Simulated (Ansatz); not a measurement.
Task: a rigid scan of one bond length of CH₆GeOSn, SMILES O=[CH][SnH2][GeH3], with Ansatz 0.2.0 through its Python package. Give the script and its output. Use (for the species named): MP2, def2-SVP basis, multiplicity 1.

```xyz
10

O    -0.6641   -0.4244   -2.5497
C    -0.8675    0.5878   -1.8392
Sn    0.3831    0.8820   -0.1889
Ge    0.2842   -1.1413    1.4200
H    -1.6515    1.2970   -2.0633
H    -0.0486    2.3566    0.6701
H     2.0969    1.0236   -0.7260
H     0.6502   -2.4267    0.6601
H     1.1534   -0.9327    2.6820
H    -1.2529   -1.2732    1.9376
```

Script `ch6geosn.py`:
```python
# -*- coding: utf-8 -*-
'''Potential curve of CH6GeOSn along one bond.'''

import warnings

import ansatz
from ase import Atoms
import numpy as np

warnings.simplefilter('ignore', ansatz.DeckWarning)

atoms = Atoms(['O', 'C', 'Sn', 'Ge', 'H', 'H', 'H', 'H', 'H', 'H'], positions=[
    [-0.6641, -0.4244, -2.5497],
    [-0.8675, 0.5878, -1.8392],
    [0.3831, 0.882, -0.1889],
    [0.2842, -1.1413, 1.42],
    [-1.6515, 1.297, -2.0633],
    [-0.0486, 2.3566, 0.6701],
    [2.0969, 1.0236, -0.726],
    [0.6502, -2.4267, 0.6601],
    [1.1534, -0.9327, 2.682],
    [-1.2529, -1.2732, 1.9376],
])
mol = ansatz.Crystal.molecule_from_ase(atoms)

symbols = [site.symbol for site in mol.cartesian_sites]
start = np.array([site.position_ang for site in mol.cartesian_sites])
axis = (start[9] - start[3]) / np.linalg.norm(start[9] - start[3])
moving = [9]
lengths, energies = [1.432, 1.497, 1.562, 1.627, 1.692, 1.757, 1.823, 1.92], []
for length in lengths:
    xyz = start.copy()
    xyz[moving] += (length - np.linalg.norm(start[9] - start[3])) * axis
    point = ansatz.Crystal.molecule()
    for symbol, place in zip(symbols, xyz):
        point = point.atom(symbol, place.tolist())
    job = (
        point.calculation()
        .basis(gaussian='def2-SVP')
        .correlation('mp2')
    )
    data = job.run(threads=1).report
    energies.append(data['free_energy_ev'])
    print(f'r = {length:6.3f} A  E = {energies[-1]:.5f} eV  <S^2> = {abs(data["mean_field"]["state"]["spin_squared"]):.3f}')

# quartic fit about the minimum
fit = np.polynomial.Polynomial.fit(lengths, np.array(energies) - min(energies), 4).convert()
roots = [r.real for r in fit.deriv().roots() if abs(r.imag) < 1e-9 and fit.deriv(2)(r.real) > 0]
r_e = min(roots, key=lambda r: abs(r - lengths[int(np.argmin(energies))]))
print(f'minimum of the fit at {r_e:.4f} A, force constant {fit.deriv(2)(r_e):.2f} eV/A^2')
```

```console
$ python ch6geosn.py
r =  1.432 A  E = -65448.33590 eV  <S^2> = 0.000
r =  1.497 A  E = -65448.42626 eV  <S^2> = 0.000
r =  1.562 A  E = -65448.42848 eV  <S^2> = 0.000
r =  1.627 A  E = -65448.36424 eV  <S^2> = 0.000
r =  1.692 A  E = -65448.25042 eV  <S^2> = 0.000
r =  1.757 A  E = -65448.10018 eV  <S^2> = 0.000
r =  1.823 A  E = -65447.92092 eV  <S^2> = 0.000
r =  1.920 A  E = -65447.62567 eV  <S^2> = 0.000
minimum of the fit at 1.5311 A, force constant 17.97 eV/A^2
```

The settings weren't tested for convergence. The rest of the molecule is held rigid at a force-field or estimated start geometry, and the basis set is modest; single-reference methods fail as a bond breaks. def2 sets replace the cores of elements past krypton by effective core potentials. The orbitals are restricted, so S² is zero by construction. S² is that of the Hartree-Fock reference. It ran for 34 s on 1 thread of Arm Neoverse V2, with other jobs on the host, peak memory 0.37 GiB.
